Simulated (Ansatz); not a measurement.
# ZnCd2Se3: one candidate of a structure search

Where does this trial cell of ZnCd2Se3 go when cell and atoms are let free, and does the end survive a random kick?

Program: Ansatz 0.2.0. Level of theory: DFT PBE, scalar-relativistic, plane waves, PAW. These are calculated values, not measurements.

**1. The starting structure**

It takes space group P6_3mc (No. 186, hexagonal). Conventional cell: a = 4.262 Å, b = 4.262 Å, c = 21.088 Å, α = 90.00°, β = 90.00°, γ = 120.00°. Zn (site symmetry 3m) has 4 Se at 2.48 to 2.57 Å in its first shell of neighbours. Cd (site symmetry 3m) is surrounded by 4 Se at 2.65 to 2.68 Å. Around Cd (site symmetry 3m) lie 4 Se at 2.65 to 2.67 Å. Around Se (site symmetry 3m) lie 3 Zn at 2.57 Å and 1 Cd at 2.68 Å. Around Se (site symmetry 3m) lie 4 Cd at 2.65 to 2.67 Å. Se (site symmetry 3m) has 1 Zn at 2.48 Å and 3 Cd at 2.65 Å in its first shell of neighbours.

Structure file:

```cif
data_structure
_symmetry_space_group_name_H-M 'P6_3mc'
_symmetry_Int_Tables_number 186
_cell_length_a 4.2620
_cell_length_b 4.2620
_cell_length_c 21.0884
_cell_angle_alpha 90.000
_cell_angle_beta 90.000
_cell_angle_gamma 120.000
_cell_volume 331.75
loop_
_atom_site_label
_atom_site_type_symbol
_atom_site_symmetry_multiplicity
_atom_site_Wyckoff_symbol
_atom_site_fract_x
_atom_site_fract_y
_atom_site_fract_z
_atom_site_occupancy
Zn1 Zn 2 b 0.33333 0.66667 0.66801 1
Cd1 Cd 2 b 0.33333 0.66667 0.00625 1
Cd2 Cd 2 b 0.33333 0.66667 0.33246 1
Se1 Se 2 b 0.33333 0.66667 0.13334 1
Se2 Se 2 b 0.33333 0.66667 0.45911 1
Se3 Se 2 b 0.33333 0.66667 0.78582 1
```

The start is the relaxed end of an invented cell (made as: elements ordered on the sites of the ZnSe type, Zn/Cd on Zn (P6_3mc, No. 186)), taken up again for a closer look.

**2. The guess as it stands, on a coarse mesh**

Contents of input.yaml:

```yaml
crystal:
  lattice:
    - [4.2620253, 0.0, 0.0]
    - [-2.1310126, 3.6910221, 0.0]
    - [0.0, 0.0, 21.0884345]
  atoms:
    - { symbol: Zn, position: [0.3333333, 0.6666667, 0.668006] }
    - { symbol: Zn, position: [0.6666667, 0.3333333, 0.168006] }
    - { symbol: Cd, position: [0.3333333, 0.6666667, 0.006253] }
    - { symbol: Cd, position: [0.3333333, 0.6666667, 0.332461] }
    - { symbol: Cd, position: [0.6666667, 0.3333333, 0.506253] }
    - { symbol: Cd, position: [0.6666667, 0.3333333, 0.832461] }
    - { symbol: Se, position: [0.3333333, 0.6666667, 0.133344] }
    - { symbol: Se, position: [0.3333333, 0.6666667, 0.459114] }
    - { symbol: Se, position: [0.3333333, 0.6666667, 0.785821] }
    - { symbol: Se, position: [0.6666667, 0.3333333, 0.285821] }
    - { symbol: Se, position: [0.6666667, 0.3333333, 0.633344] }
    - { symbol: Se, position: [0.6666667, 0.3333333, 0.959114] }
basis:
  ecutwfc: 420
kpoints:
  mp_grid: { grid: [6, 6, 1] }
hamiltonian:
  xc: pbe
scf:
  occupations: { method: gaussian, width: 0.1 }
  lower_state_search: "off"
output:
  forces: true
  stress: true
  eigenvalues: true
```

The run is started by

```
$ ansatz run input.yaml --threads 4 --pin off --max-ram 8192MiB --backend cpu --events-out ev --progress --plain --runs-dir out
```

Further runs follow: final relaxation; reference for the kick test; kicked and relaxed without symmetry.

What does the calculation give? Wanted: conventional cell; volume; energy over the elements; gap on the mesh.

As calculated:

| quantity | value |
| --- | --- |
| symmetry at the end (tolerance 0.02 Å) | space group P6_3mc (No. 186) |
| conventional cell | a = 4.262 Å, b = 4.262 Å, c = 21.088 Å, α = 90.00°, β = 90.00°, γ = 120.00° |
| volume | 27.65 Å³/atom |
| energy over the elements | -0.64 eV/atom |
| gap on the mesh | 0.58 eV |

The space group P6_3mc (No. 186) is kept, at nearly the size of the first guess. It lies below the elements, which doesn't yet make it stable: competing phases were not computed in this session. The kicked cell came back to the same energy, so the end is stable against the distortions that fit this cell and this draw; modes that don't fit the cell aren't tested.
